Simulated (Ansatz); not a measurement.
What does this script print? It uses the Ansatz DFT code, driven from Python.

Script `scan_bh3s3.py`:
```python
import ansatz as az
from ase import Atoms
import numpy as np

atoms = Atoms(["S", "B", "S", "S", "H", "H", "H"], positions=[
    (-0.9433, 1.5601, 0.1278),
    (0.1446, 0.1072, 0.0563),
    (0.3246, -0.9723, 1.5663),
    (1.1459, -0.2957, -1.5313),
    (-2.0937, 0.833, -0.3218),
    (1.4396, -0.186, 2.0399),
    (0.0435, -1.1143, -1.9828),
])
molecule = az.Crystal.molecule_from_ase(atoms)

symbols = [site.symbol for site in molecule.cartesian_sites]
start = np.array([site.position_ang for site in molecule.cartesian_sites])
axis = (start[0] - start[1]) / np.linalg.norm(start[0] - start[1])
moving = [0, 4]
lengths, energies = [1.598, 1.671, 1.744, 1.816, 1.889, 1.962, 2.034, 2.143], []
for length in lengths:
    xyz = start.copy()
    xyz[moving] += (length - np.linalg.norm(start[0] - start[1])) * axis
    point = az.Crystal.molecule()
    for symbol, place in zip(symbols, xyz):
        point = point.atom(symbol, place.tolist())
    setup = (
        point.calculation()
        .basis(gaussian="def2-SVP")
        .functional("PBE", dispersion="d4")
    )
    report = setup.run().report
    energies.append(report["free_energy_ev"])
    print(f"r = {length:6.3f} A  E = {energies[-1]:.5f} eV  <S^2> = {abs(report['mean_field']['state']['spin_squared']):.3f}")

fit = np.polynomial.Polynomial.fit(lengths, np.array(energies) - min(energies), 4).convert()
roots = [r.real for r in fit.deriv().roots() if abs(r.imag) < 1e-9 and fit.deriv(2)(r.real) > 0]
r_e = min(roots, key=lambda r: abs(r - lengths[int(np.argmin(energies))]))
print(f"minimum of the fit at {r_e:.4f} A, force constant {fit.deriv(2)(r_e):.2f} eV/A^2")
```

```console
$ python scan_bh3s3.py
r =  1.598 A  E = -33205.15928 eV  <S^2> = 0.000
r =  1.671 A  E = -33205.66642 eV  <S^2> = 0.000
r =  1.744 A  E = -33205.95403 eV  <S^2> = 0.000
r =  1.816 A  E = -33206.08260 eV  <S^2> = 0.000
r =  1.889 A  E = -33206.10036 eV  <S^2> = 0.000
r =  1.962 A  E = -33206.03843 eV  <S^2> = 0.000
r =  2.034 A  E = -33205.92315 eV  <S^2> = 0.000
r =  2.143 A  E = -33205.68446 eV  <S^2> = 0.000
minimum of the fit at 1.8645 A, force constant 16.68 eV/A^2
```

Notes:
- Total energies depend on the basis set; only differences at equal settings carry meaning.
- The rest of the molecule is held rigid at a force-field or estimated start geometry, and the basis set is modest; single-reference methods fail as a bond breaks.
- The orbitals are restricted, so S² is zero by construction.
- Timing: 15 s on 1 thread of Arm Neoverse V1, on a shared host, peak memory 0.19 GiB.
